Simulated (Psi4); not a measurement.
# CuSH (SMILES [SH][Cu]) at 3 levels

Wanted: a comparison of 3 runs (B3LYP/6-31G*, TPSS/def2-TZVP, MP2/aug-pcseg-2) of CuSH. 

The calculation is run with Psi4 1.11.

2 further runs of the same task are left out: 2 set aside as unsound or not needed.

## (1) The molecule

CuSH has 3 atoms, charge 0, and is taken as a singlet. As SMILES, `[SH][Cu]`. Geometry: relaxed at PBE0-D4/def2-TZVP.

Bond lengths: S1–Cu2 2.117 Å, S1–H3 1.346 Å. Angles: Cu2–S1–H3 93.6°.

## (2) The energy at B3LYP/6-31G(d) (spherical functions) (run 1)

job.json

```json
{
 "schema_name": "qcschema_input",
 "schema_version": 1,
 "molecule": {
  "schema_name": "qcschema_molecule",
  "schema_version": 2,
  "symbols": ["S", "Cu", "H"],
  "geometry": [-0.9673508, 1.07808875, -0.43520393, 2.47459636, 0.14456405, 1.37874418, -1.5276546, -1.34510706, -0.96867361],
  "molecular_charge": 0,
  "molecular_multiplicity": 1,
  "fix_symmetry": "c1"
 },
 "driver": "energy",
 "model": {
  "method": "b3lyp",
  "basis": "6-31G*"
 },
 "keywords": {
  "reference": "rks",
  "puream": true,
  "e_convergence": 1e-09,
  "d_convergence": 1e-08,
  "scf_type": "pk",
  "dft_radial_points": 99,
  "dft_spherical_points": 590,
  "scf_properties": ["MULLIKEN_CHARGES", "LOWDIN_CHARGES", "QUADRUPOLE"]
 }
}
```

Run with:

```console
$ psi4 --qcschema job.json -n 1 --memory 1600MB
```

stdout:

```text
[...]
  Running in c1 symmetry.
[...]
  Nuclear repulsion =  128.208874503605273
[...]
  Multiplicity = 1
[...]
  Nalpha       = 23
  Nbeta        = 23
[...]
    Number of basis functions: 54
[...]
   @RKS iter   1: -2036.17426872945134    4.51643e-01   5.97319e-02 DIIS/ADIIS
[...]
   @RKS iter  17: -2039.01921261512939    4.54747e-13   1.41893e-09 DIIS
[...]
  @RKS Final Energy: -2039.01921261512939
   => Energetics <=
    Nuclear Repulsion Energy =            128.2088745036052728
    One-Electron Energy =               -3094.8471718809269078
    Two-Electron Energy =                1002.8408937698011414
    DFT Exchange-Correlation Energy =     -75.2218090076092523
    Empirical Dispersion Energy =           0.0000000000000000
    VV10 Nonlocal Energy =                  0.0000000000000000
    Total Energy =                      -2039.0192126151296179
[...]
 Multipole Moments:
 ------------------------------------------------------------------------------------
     Multipole            Electronic (a.u.)      Nuclear  (a.u.)        Total (a.u.)
 ------------------------------------------------------------------------------------
 L = 1.  Multiply by 2.5417464519 to convert [e a0] to [Debye]
 Dipole X            :          6.4144232           -4.9853963            1.4290269
 Dipole Y            :         -0.5017843           -0.1487443           -0.6505286
 Dipole Z            :          0.0000000           -0.0000000            0.0000000
 Magnitude           :                                                    1.5701291
 L = 2.  Multiply by 1.3450342976 to convert [e a0^2] to [Debye ang]
 Quadrupole XX       :       -185.2813001          166.9309137          -18.3503864
 Quadrupole XY       :         32.9896172          -31.7300693            1.2595479
[...]
```

The result, in JSON:

```text
{
 "driver": "energy",
 "model": {
  "method": "b3lyp",
  "basis": "6-31G*"
 },
 "success": true,
 "return_result": -2039.0192126151294,
 "properties": {
  "calcinfo_nbasis": 54,
  "calcinfo_nmo": 54,
  "calcinfo_nalpha": 23,
  "calcinfo_nbeta": 23,
  "calcinfo_natom": 3,
  "nuclear_repulsion_energy": 128.20887450360527,
  "return_energy": -2039.0192126151294,
  "scf_one_electron_energy": -3094.847171880927,
  "scf_two_electron_energy": 1002.8408937698011,
  "scf_xc_energy": -75.22180900760925,
  "scf_dipole_moment": [1.4290268976020783, -0.650528608142781, 5.134266486023776e-12],
  "scf_total_energy": -2039.0192126151294,
  "scf_iterations": 17
 }
}
```

Run time: 3.9 s. Hardware: 1 thread of AMD EPYC 9R45 (Zen 5), shared host; peak memory 0.45 GiB.

## (3) Energy and gradient at TPSS/def2-TZVP (run 2)

cuhs.json

```json
{
 "schema_name": "qcschema_input",
 "schema_version": 1,
 "molecule": {
  "schema_name": "qcschema_molecule",
  "schema_version": 2,
  "symbols": ["S", "Cu", "H"],
  "geometry": [-0.9673508, 1.07808875, -0.43520393, 2.47459636, 0.14456405, 1.37874418, -1.5276546, -1.34510706, -0.96867361],
  "molecular_charge": 0,
  "molecular_multiplicity": 1,
  "fix_symmetry": "c1"
 },
 "driver": "gradient",
 "model": {
  "method": "tpss",
  "basis": "def2-TZVP"
 },
 "keywords": {
  "reference": "rks",
  "puream": true,
  "e_convergence": 1e-09,
  "d_convergence": 1e-08,
  "scf_type": "pk",
  "dft_radial_points": 99,
  "dft_spherical_points": 590,
  "scf_properties": ["MULLIKEN_CHARGES", "MAYER_INDICES", "DIPOLE"]
 }
}
```

Run with:

```console
$ psi4 --qcschema cuhs.json -n 1 --memory 1600MB
```

stdout:

```text
[...]
  Running in c1 symmetry.
[...]
  Nuclear repulsion =  128.208874503605273
[...]
  Multiplicity = 1
[...]
  Nalpha       = 23
  Nbeta        = 23
[...]
    Number of basis functions: 88
[...]
   @RKS iter   1: -2035.98489700179334    1.20719e+00   5.03619e-02 DIIS/ADIIS
[...]
   @RKS iter  15: -2039.40355292863751    1.36424e-12   1.67668e-09 DIIS
[...]
  @RKS Final Energy: -2039.40355292863751
   => Energetics <=
    Nuclear Repulsion Energy =            128.2088745036052728
    One-Electron Energy =               -3093.2443428890819632
    Two-Electron Energy =                1018.9197647862838494
    DFT Exchange-Correlation Energy =     -93.2878493294446116
    Empirical Dispersion Energy =           0.0000000000000000
    VV10 Nonlocal Energy =                  0.0000000000000000
    Total Energy =                      -2039.4035529286375095
[...]
  Mulliken Charges: (a.u.)
   Center  Symbol    Alpha    Beta     Spin     Total
       1     S     8.21767  8.21767  0.00000 -0.43534
       2    CU    14.35523 14.35523  0.00000  0.28953
       3     H     0.42709  0.42709  0.00000  0.14581
   Total alpha = 23.00000, Total beta = 23.00000, Total charge = -0.00000
  Mayer Bond Indices:
[...]
  -Total Gradient:
     Atom            X                  Y                   Z
    ------   -----------------  -----------------  -----------------
       1       -0.003306867367    -0.001948047592     0.000000000000
       2        0.002606590218    -0.000572420694    -0.000000000001
       3        0.000690834134     0.002523681653    -0.000000000000
[...]
```

The result, in JSON:

```text
{
 "driver": "gradient",
 "model": {
  "method": "tpss",
  "basis": "def2-TZVP"
 },
 "success": true,
 "return_result": [-0.003306867367065619, -0.0019480475915220063, 1.9791996666520718e-14, 0.0026065902179170652, -0.0005724206938743231, -5.930383793056373e-13, 0.0006908341336614027, 0.0025236816531243877, -1.507422552772603e-16],
 "properties": {
  "calcinfo_nbasis": 88,
  "calcinfo_nmo": 88,
  "calcinfo_nalpha": 23,
  "calcinfo_nbeta": 23,
  "calcinfo_natom": 3,
  "nuclear_repulsion_energy": 128.20887450360527,
  "return_energy": -2039.4035529286375,
  "return_gradient": [-0.003306867367065619, -0.0019480475915220063, 1.9791996666520718e-14, 0.0026065902179170652, -0.0005724206938743231, -5.930383793056373e-13, 0.0006908341336614027, 0.0025236816531243877, -1.507422552772603e-16],
  "scf_one_electron_energy": -3093.244342889082,
  "scf_two_electron_energy": 1018.9197647862838,
  "scf_xc_energy": -93.28784932944461,
  "scf_dipole_moment": [1.3351524426385044, -0.5776733400386702, 2.1559504360350916e-14],
  "scf_total_energy": -2039.4035529286375,
  "scf_total_gradient": [-0.003306867367065619, -0.0019480475915220063, 1.9791996666520718e-14, 0.0026065902179170652, -0.0005724206938743231, -5.930383793056373e-13, 0.0006908341336614027, 0.0025236816531243877, -1.507422552772603e-16],
  "scf_iterations": 15
 }
}
```

Run time: 15 s. Hardware: 1 thread of AMD EPYC 9R45 (Zen 5), shared host; peak memory 0.76 GiB.

## (4) The energy at MP2/aug-pcseg-2 (density fitting, density fitting for correlation) (run 3)

cuhs.py

```python
import psi4

psi4.set_memory(1600000000)
psi4.set_num_threads(1)
psi4.core.set_output_file('cuhs.out', False)

m = psi4.geometry("""
0 1
S     -0.96735080     1.07808875    -0.43520393
Cu     2.47459636     0.14456405     1.37874418
H     -1.52765460    -1.34510706    -0.96867361
units bohr
no_reorient
no_com
""")

psi4.set_options({
    'reference': 'rhf',
    'scf_type': 'df',
    'freeze_core': False,
    'mp2_type': 'df',
})

e_tot = psi4.energy("mp2/aug-pcseg-2", molecule=m)
print(f'mp2/aug-pcseg-2 energy: {e_tot:.10f} Eh')
```

Run with:

```console
$ python cuhs.py
```

cuhs.out:

```text
[...]
  Running in c1 symmetry.
[...]
  Nuclear repulsion =  128.208874503605273
[...]
  Multiplicity = 1
[...]
  Nalpha       = 23
  Nbeta        = 23
[...]
    Number of basis functions: 154
[...]
   @DF-RHF iter   1: -2034.53457154176022   -8.51238e-01   2.19937e-02 DIIS/ADIIS
[...]
   @DF-RHF iter  16: -2037.09074570650341   -6.82121e-13   3.87527e-09 DIIS
[...]
  @DF-RHF Final Energy: -2037.09074570650341
   => Energetics <=
    Nuclear Repulsion Energy =            128.2088745036052728
    One-Electron Energy =               -3097.4473353030443832
    Two-Electron Energy =                 932.1477150929354138
    Total Energy =                      -2037.0907457065036397
[...]
 Multipole Moments:
 ------------------------------------------------------------------------------------
     Multipole            Electronic (a.u.)      Nuclear  (a.u.)        Total (a.u.)
 ------------------------------------------------------------------------------------
 L = 1.  Multiply by 2.5417464519 to convert [e a0] to [Debye]
 Dipole X            :        -52.8676883           54.7580270            1.8903387
 Dipole Y            :        -20.8249021           20.0966704           -0.7282317
 Dipole Z            :        -31.0753485           32.0516447            0.9762963
 Magnitude           :                                                    2.2487455
[...]
```

On the terminal:

```text
mp2/aug-pcseg-2 energy: -2038.1125183514 Eh
```

It took 2.7 s on 1 thread of AMD EPYC 9R45 (Zen 5), shared host; peak memory 0.32 GiB.

## (5) Overview of the runs

```csv
run,level,task,integrals,energy (Eh),dipole moment (D),HOMO energy (eV),LUMO energy (eV),wall time
1,B3LYP/6-31G* (spherical functions),energy,pk,-2039.019213,3.99,-5.61,-2.67,3.9 s
2,TPSS/def2-TZVP,gradient,pk,-2039.403553,3.70,-5.13,-3.22,15 s
3,"MP2/aug-pcseg-2 (density fitting, density fitting for correlation)",energy,df,-2038.112518,–,-8.75,-0.27,2.7 s
```

## (6) Summary of results

| quantity | value |
| --- | --- |
| run 3: total energy | -2038.11252 Eh |
| run 3: HOMO energy (Hartree–Fock orbitals) | -8.75 eV |
| run 3: LUMO energy (Hartree–Fock orbitals) | -0.27 eV |
| run 3: HOMO–LUMO gap (Hartree–Fock orbitals) | 8.48 eV |
| run 3: correlation energy | -1021.8 mEh |

What this shows: Totals of different functionals can't be ranked against each other. All runs together took 22 s, the longest 15 s.
